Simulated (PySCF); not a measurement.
# ZrO2 (zirconia) at 5 levels

Wanted: a comparison of 5 runs (HF/STO-3G, HF/3-21G, B2PLYP/def2-TZVP, wB97M-V/def2-TZVP, SCS-MP2/def2-TZVP) of ZrO2 (zirconia). The job is set up through a Python script.

The results are computed with PySCF 2.14.0.

1 further run of the same task is left out (set aside as unsound or not needed).

## Step 1: Starting point

ZrO2: 3 atoms, total charge 0, spin state singlet. SMILES: `[O]=[Zr]=[O]`. One bond was lengthened or shortened from a relaxed shape.

Bond lengths: O1–Zr2 2.026 Å, Zr2–O3 1.761 Å. Angles: O1–Zr2–O3 107.9°.

## Step 2: A single-point energy at HF/STO-3G (run 1)

Input file run.py:

```python
from pyscf import gto, scf

mol = gto.Mole()
mol.atom = '''
O      1.323572     2.858502     0.744346
Zr     0.658570    -0.910281     0.664806
O     -1.895395    -1.456601    -1.398586
'''
mol.max_memory = 1860
mol.verbose = 3
mol.charge = 0
mol.unit = 'bohr'
mol.basis = 'sto-3g'
mol.build()

mf = scf.RHF(mol)
mf.conv_tol = 1e-10
mf.kernel()
if not mf.converged:
    mf = mf.newton().run(mf.mo_coeff, mf.mo_occ)

etot = mf.e_tot
print('Final energy', etot)
```

Command:

```bash
$ OMP_NUM_THREADS=1 python run.py
```

Output:

```text
converged SCF energy = -3650.68434451754
Final energy -3650.684344517543
```

It took 0.91 s on 1 thread of Intel Xeon at 2.70GHz, shared host; peak memory 0.12 GiB.

## Step 3: A single-point energy at HF/3-21G (run 2)

Input file calc.py:

```python
from pyscf import gto

mol = gto.M(
    atom='''
O      1.323572     2.858502     0.744346
Zr     0.658570    -0.910281     0.664806
O     -1.895395    -1.456601    -1.398586
''',
    max_memory=1860,
    unit='bohr',
    verbose=4,
    spin=0,
    basis='3-21g',
)

mf = mol.RHF()
mf.conv_tol = 1e-10
mf.kernel()
if not mf.converged:
    mf = mf.newton().run(mf.mo_coeff, mf.mo_occ)

energy = mf.e_tot
print(f'total energy: {energy:.8f} hartree')
```

Command:

```bash
$ OMP_NUM_THREADS=1 python calc.py
```

Output:

```text
PySCF version 2.14.0

[INPUT] num. atoms = 3
[INPUT] num. electrons = 56
[INPUT] charge = 0
[INPUT] spin (= nelec alpha-beta = 2S) = 0
[INPUT] symmetry False subgroup None
[INPUT] Mole.unit = bohr
[INPUT] Symbol           X                Y                Z      unit          X                Y                Z       unit  Magmom
[INPUT]  1 O      0.700404139412   1.512654115769   0.393890940239 AA    1.323572000000   2.858502000000   0.744346000000 Bohr   0.0
[INPUT]  2 Zr     0.348500235796  -0.481699960733   0.351800184883 AA    0.658570000000  -0.910281000000   0.664806000000 Bohr   0.0
[INPUT]  3 O     -1.002999839692  -0.770800054603  -0.740099838712 AA   -1.895395000000  -1.456601000000  -1.398586000000 Bohr   0.0

[... 60 lines left out ...]
converged SCF energy = -3670.92567097551
total energy: -3670.92567098 hartree
```

It took 1.2 s on 1 thread of Intel Xeon at 2.70GHz, shared host; peak memory 0.12 GiB.

Runs 3 to 4 aren't shown in full; the table further down has their settings and results.

## Step 4: The energy at SCS-MP2/def2-TZVP (core potential) (run 5)

Input file run.py:

```python
from pyscf import gto, mp

system = gto.Mole()
system.atom = '''
O    0.700404   1.512654   0.393891
Zr   0.348500  -0.481700   0.351800
O   -1.003000  -0.770800  -0.740100
'''
system.ecp = {'Zr': 'def2-svp'}
system.spin = 0
system.verbose = 3
system.max_memory = 1860
system.basis = 'def2-tzvp'
system.build()

mf = system.RHF()
mf.conv_tol = 1e-10
mf.kernel()
if not mf.converged:
    mf = mf.newton().run(mf.mo_coeff, mf.mo_occ)

pt = mp.MP2(mf, frozen=2).run()
e_tot = mf.e_tot + 1.2 * pt.e_corr_os + pt.e_corr_ss / 3
print(f'total energy: {e_tot:.8f} hartree')
```

Command:

```bash
$ OMP_NUM_THREADS=1 python run.py
```

Output:

```text
converged SCF energy = -196.27957198689
E(RMP2) = -197.123615410607  E_corr = -0.84404342371673
E(SCS-RMP2) = -197.078463162927  E_corr = -0.798891176036693
total energy: -197.07846316 hartree
```

Run time: 3.6 s. Hardware: 1 thread of Intel Xeon at 2.70GHz, shared host; peak memory 0.27 GiB.

## Step 5: All runs side by side

```tsv
run	level	core potential	frozen core orbitals	energy (Eh)	dipole moment (D) of the reference	HOMO energy (eV)	LUMO energy (eV)	wall time
1	HF/STO-3G	–	–	-3650.684345	7.49	-4.99	4.88	0.91 s
2	HF/3-21G	–	–	-3670.925671	9.33	-8.89	-0.98	1.2 s
3	B2PLYP/def2-TZVP (core potential)	def2-svp	2	-197.412837	9.43	-7.68	-2.74	19 s
4	wB97M-V/def2-TZVP (core potential)	def2-svp	–	-197.447982	9.10	-8.68	-2.10	81 s
5	SCS-MP2/def2-TZVP (core potential)	def2-svp	2	-197.078463	10.62	-9.57	-1.58	3.6 s
```

## Step 6: Summary of results

```
                                          quantity          value
                               run 5: total energy  -197.07846 Eh
       run 5: dipole moment (Hartree–Fock density)        10.62 D
        run 5: HOMO energy (Hartree–Fock orbitals)       -9.57 eV
        run 5: LUMO energy (Hartree–Fock orbitals)       -1.58 eV
      run 5: HOMO–LUMO gap (Hartree–Fock orbitals)        7.99 eV
run 5: correlation energy (2 core orbitals frozen)     -798.9 mEh
```

**Reading.** Over runs 1, 2, 3, 4 the dipole moment (its size) runs from 7.49 D (HF/STO-3G) to 9.43 D (B2PLYP/def2-TZVP). The two ends differ in method and basis and core potential. A double hybrid's value is that of its SCF part. Over runs 1, 2, 3, 4 the HOMO–LUMO gap runs from 4.93 eV (B2PLYP/def2-TZVP) to 9.87 eV (HF/STO-3G). Totals of different functionals can't be ranked against each other. Some runs of one species differ in core potentials or relativity; totals across that change don't compare. In run 1 the basis is minimal, so the values are rough. In runs 1, 2 relativity is left out where basis or elements ask for it. All runs together took 1.8 min, the longest 81 s.
